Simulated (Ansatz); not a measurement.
# H4S4Ti: the cost of one run

The runs use Ansatz 0.2.0, Gaussian basis; the settings change from run to run.

### Step 1. The molecule

The geometry comes from an earlier relaxation with PBE0-D4 in a triple-zeta def2 set; it is a stationary point, not always the lowest conformer.

9 atoms, charge 0, spin multiplicity 1.

Atoms are counted from 1 here; the program's logs count them from 0.

Bond lengths: S1–Ti2 2.276 Å, S1–H6 1.350 Å, Ti2–S3 2.267 Å, Ti2–S4 2.276 Å, Ti2–S5 2.267 Å, S3–H7 1.348 Å, S4–H8 1.350 Å, S5–H9 1.348 Å. Angles: Ti2–S1–H6 89.8°, S1–Ti2–S3 107.5°, S1–Ti2–S4 109.8°, S1–Ti2–S5 112.9°, S3–Ti2–S4 112.9°, S3–Ti2–S5 106.4°, S4–Ti2–S5 107.4°, Ti2–S3–H7 91.6°, Ti2–S4–H8 89.8°, Ti2–S5–H9 91.7°.

### Step 2. B2PLYP/def2-TZVP

Options: finite nuclei, the search for lower states set to full.

Contents of in.yaml:

```yaml
crystal:
  periodic: [false, false, false]
  atoms:
    - {symbol: S, position_ang: [0.237333, 1.442830, -1.514562]}
    - {symbol: Ti, position_ang: [0.151517, 0.055868, 0.287474]}
    - {symbol: S, position_ang: [2.285785, -0.411486, 0.891488]}
    - {symbol: S, position_ang: [-1.048905, -1.806249, -0.231619]}
    - {symbol: S, position_ang: [-0.828085, 1.013960, 2.093225]}
    - {symbol: H, position_ang: [-1.081986, 1.246678, -1.722385]}
    - {symbol: H, position_ang: [2.239469, -1.607602, 0.272082]}
    - {symbol: H, position_ang: [-0.397771, -1.891863, -1.411018]}
    - {symbol: H, position_ang: [-1.468856, 1.911465, 1.318317]}
basis:
  gaussian: {orbitals: def2-TZVP, nuclear_model: gaussian}
hamiltonian: {xc: {name: B2PLYP}}
scf: {lower_state_search: full}
output: {forces: true}
```

Run with:

```
ansatz run in.yaml --threads 2 --pin off --events-out ev --progress --plain --max-ram 22528MiB --backend cpu
```

**Question.** How long does this run take on 2 threads of AMD EPYC 7R13, shared host, and how much memory does it need?

About 48 s, with a peak of 0.8 GiB.
